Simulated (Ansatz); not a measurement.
# CH5BFNSi: the cost of one run

Method: RKS PBE/def2-SVP, in Ansatz 0.2.0.

1 further run of the same task is left out (it didn't finish).

## Step 1: The structure to begin with

Bond lengths: F1–B2 1.403 Å, B2–C3 1.564 Å, C3–N4 1.434 Å, C3–Si5 1.856 Å, N4–Si5 1.773 Å, B2–H6 1.199 Å, C3–H7 1.129 Å, N4–H8 1.028 Å, Si5–H9 1.465 Å, Si5–H10 1.459 Å. Angles (14 of 18 angles, heavy atoms first): F1–B2–C3 117.1°, B2–C3–N4 114.8°, B2–C3–Si5 114.6°, N4–C3–Si5 63.7°, C3–N4–Si5 69.8°, C3–Si5–N4 46.5°, F1–B2–H6 121.6°, C3–B2–H6 120.9°, B2–C3–H7 121.7°, N4–C3–H7 113.2°, Si5–C3–H7 115.0°, C3–N4–H8 109.6°, Si5–N4–H8 108.8°, C3–Si5–H9 117.8°.

Coordinates:

```xyz
10

F    -2.6559    0.3414    0.2710
B    -1.3400    0.7260    0.5708
C    -0.2275   -0.3626    0.4190
N     0.0057   -0.8014   -0.9260
Si    1.3359    0.2371   -0.3812
H    -1.0898    1.8027    1.0350
H    -0.0883   -1.1807    1.1851
H     0.3238   -1.7791   -0.9202
H     2.5461   -0.5690   -0.2054
H     1.2730    1.5347   -1.0452
```

## Step 2: Relaxing end A

The input, input.yaml:

```yaml
crystal:
  periodic: [false, false, false]
  atoms:
    - { symbol: F, position_ang: [-2.6559, 0.3414, 0.271] }
    - { symbol: B, position_ang: [-1.34, 0.726, 0.5708] }
    - { symbol: C, position_ang: [-0.2275, -0.3626, 0.419] }
    - { symbol: "N", position_ang: [0.0057, -0.8014, -0.926] }
    - { symbol: Si, position_ang: [1.3359, 0.2371, -0.3812] }
    - { symbol: H, position_ang: [-1.0898, 1.8027, 1.035] }
    - { symbol: H, position_ang: [-0.0883, -1.1807, 1.1851] }
    - { symbol: H, position_ang: [0.3238, -1.7791, -0.9202] }
    - { symbol: H, position_ang: [2.5461, -0.569, -0.2054] }
    - { symbol: H, position_ang: [1.273, 1.5347, -1.0452] }
basis:
  gaussian: { orbitals: def2-SVP }
hamiltonian:
  xc: pbe
relax:
  f_tol: 0.02
  max_steps: 50
```

Run with:

```
$ ansatz run input.yaml --threads 2 --pin off --max-ram 3072MiB --backend cpu --events-out ev --progress --plain --runs-dir out
```

**Question.** How long does this run take on 2 threads of AMD EPYC 9R14 (Zen 4), shared host, and how much memory does it need?

About 20 s, with a peak of 0.2 GiB.
